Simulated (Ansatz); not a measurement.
# Rh: the cost of one run

Computed with the Python package of Ansatz 0.2.0. The levels of theory stand in the script.

This is Rh in the hcp structure; at room conditions it is fcc.

### 1 The system

It takes space group P6_3/mmc (No. 194, hexagonal). The conventional cell has a = 2.731 Å, b = 2.731 Å, c = 4.428 Å, α = 90.00°, β = 90.00°, γ = 120.00°. Rh (site symmetry -6m2) has 12 Rh at 2.72 to 2.73 Å as nearest neighbours.

The script holds or builds the structure itself.

### 2 The script

paw_lapw_rh.py reads:

```python
"""PAW against all-electron LAPW for Rh."""

import ansatz as az
import numpy as np
from tabulate import tabulate


def count_gap(report):
    # lowest empty less highest filled band, counting bands; zero where they overlap
    return max(report.get("gap_by_band_count_ev") or 0.0, 0.0)

lattice = az.Lattice.of(
    (2.730979, 0.0, 0.0),
    (-1.36549, 2.365097, 0.0),
    (0.0, 0.0, 4.428489),
)
sites = [
    ("Rh", (2 / 3, 1 / 3, 0.75)),
    ("Rh", (1 / 3, 2 / 3, 0.25)),
]
cell = az.Crystal(lattice=lattice)
for symbol, position in sites:
    cell = cell.atom(symbol, position)

calc = (
    cell.calculation()
    .functional(az.Functional.PBESOL)
    .kpoints(mesh=(13, 13, 7))
    .occupations("fermi_dirac", width=0.1)
    .stress()
    .forces()
    .band_table()
)
variants = {
    "PAW": calc.pseudopotentials("paw"),
    "LAPW": calc.pseudopotentials("all_electron", lapw=True),
}
# totals differ by the cores that each treatment holds, so compare what does not depend on them
rows = []
for label, variant in variants.items():
    rep = variant.run(threads=1, backend="cpu").report
    levels = np.array(rep["eigenvalues_ev"][0]) - rep["fermi_energy_ev"]
    print(label, "levels at the first k-point near E_F:", np.round(levels[np.abs(levels) < 5], 3))
    rows.append((label, rep["n_electrons"], np.trace(rep["stress_gpa"]) / 3, count_gap(rep)))
print(tabulate(rows, headers=["treatment", "electrons in bands", "P GPa", "gap by band count eV"], floatfmt=".4f", tablefmt="plain"))
```

### 3 The input behind the calls

The engine receives this input (first run):

```yaml
crystal:
  lattice:
    - [2.730979, 0.0, 0.0]
    - [-1.36549, 2.365097, 0.0]
    - [0.0, 0.0, 4.428489]
  atoms:
    - { symbol: Rh, position: [0.6666666666666666, 0.3333333333333333, 0.75] }
    - { symbol: Rh, position: [0.3333333333333333, 0.6666666666666666, 0.25] }
kpoints:
  mp_grid:
    grid: [13, 13, 7]
hamiltonian:
  xc: pbesol
  pseudopotentials:
    kind: paw
scf:
  occupations:
    method: fermi_dirac
    width: 0.1
output:
  forces: true
  stress: true
  eigenvalues: true
```

### 4 Launch

Run with:

```sh
$ python paw_lapw_rh.py
```

Q: Estimate wall time and peak memory on 1 thread of Arm Neoverse V1, shared host.

About 37 s, with a peak of 0.63 GiB.
